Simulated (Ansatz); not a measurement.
# Cl₂H₄In₂O₂: small, medium and large basis sets

One table from this session's results is given with a row withheld; the runs are named, their logs left out.

Computed with Ansatz 0.2.0, Gaussian basis. Level: one geometry, several basis sets.

Levels to be run: PBE0-D4/def2-SVP; ωB97M-V/def2-SVP; PBE0-D4/def2-QZVPP; ωB97M-V/def2-QZVPP; the functionals' def2-TZVPP values are taken from earlier runs.

## The relaxed structure

The geometry comes from an earlier relaxation with PBE0-D4 in a triple-zeta def2 set; it is a stationary point, not always the lowest conformer. In takes the def2 core potential; no spin-orbit term is included.

SMILES `[Cl][In@H-]1[OH+][In@@H-]([Cl])[OH+]1`, 10 atoms, charge 0, spin multiplicity 1.

Atoms are counted from 1 here; the program's logs count them from 0.

Bond lengths: Cl1–In2 2.332 Å, In2–O3 2.144 Å, In2–O6 2.144 Å, In2–H7 1.692 Å, O3–In4 2.144 Å, O3–H8 0.962 Å, In4–Cl5 2.332 Å, In4–O6 2.144 Å, In4–H9 1.692 Å, O6–H10 0.962 Å. Angles: Cl1–In2–O3 103.7°, Cl1–In2–O6 103.7°, Cl1–In2–H7 128.6°, O3–In2–O6 79.7°, O3–In2–H7 115.1°, O6–In2–H7 115.1°, In2–O3–In4 100.2°, In2–O3–H8 112.8°, In4–O3–H8 112.8°, O3–In4–Cl5 103.7°, O3–In4–O6 79.7°, O3–In4–H9 115.1°, Cl5–In4–O6 103.7°, Cl5–In4–H9 128.6°, O6–In4–H9 115.1°, In2–O6–In4 100.2°, In2–O6–H10 112.8°, In4–O6–H10 112.8°.

Set-up of the first run:

in.yaml reads:

```yaml
crystal:
  periodic: [false, false, false]
  atoms:
    - {symbol: Cl, position_ang: [-0.122932, -1.325528, -2.741002]}
    - {symbol: In, position_ang: [1.081480, -1.026309, -0.766667]}
    - {symbol: O, position_ang: [-0.421314, -1.106059, 0.760772]}
    - {symbol: In, position_ang: [-0.620310, 0.981234, 1.209579]}
    - {symbol: Cl, position_ang: [-2.595419, 1.591241, 0.130241]}
    - {symbol: O, position_ang: [0.853483, 1.063817, -0.345712]}
    - {symbol: H, position_ang: [2.578596, -1.685402, -0.334357]}
    - {symbol: H, position_ang: [-1.243461, -1.502321, 0.455331]}
    - {symbol: H, position_ang: [-0.071072, 1.440294, 2.742632]}
    - {symbol: H, position_ang: [0.560950, 1.569042, -1.110836]}
basis:
  gaussian: {orbitals: def2-SVP}
hamiltonian: {xc: pbe0, dispersion: d4}
output: {orbitals: {seedname: orbitals}}
```

Started as:

```bash
> ansatz run in.yaml --threads 2 --pin off --events-out ev --progress --plain --max-ram 32768MiB --backend cpu
```

Steps of the session up to this table: PBE0-D4 in def2-SVP; ωB97M-V in def2-SVP; PBE0-D4 in def2-QZVPP; ωB97M-V in def2-QZVPP.

One of the session's tables, all rows but one given; the rest of the session is left out.

It belongs to the step «Functionals by basis». 

```
functional       basis  HOMO (eV)
   PBE0-D4    def2-SVP          ?
   PBE0-D4  def2-TZVPP      -8.56
   PBE0-D4  def2-QZVPP      -8.58
   ωB97M-V    def2-SVP     -10.61
   ωB97M-V  def2-TZVPP     -10.82
   ωB97M-V  def2-QZVPP     -10.85
```

**Question.** Estimate the row for PBE0-D4, def2-SVP.

**Answer.** HOMO (eV): -8.40. In the column «HOMO (eV)» it is the highest.
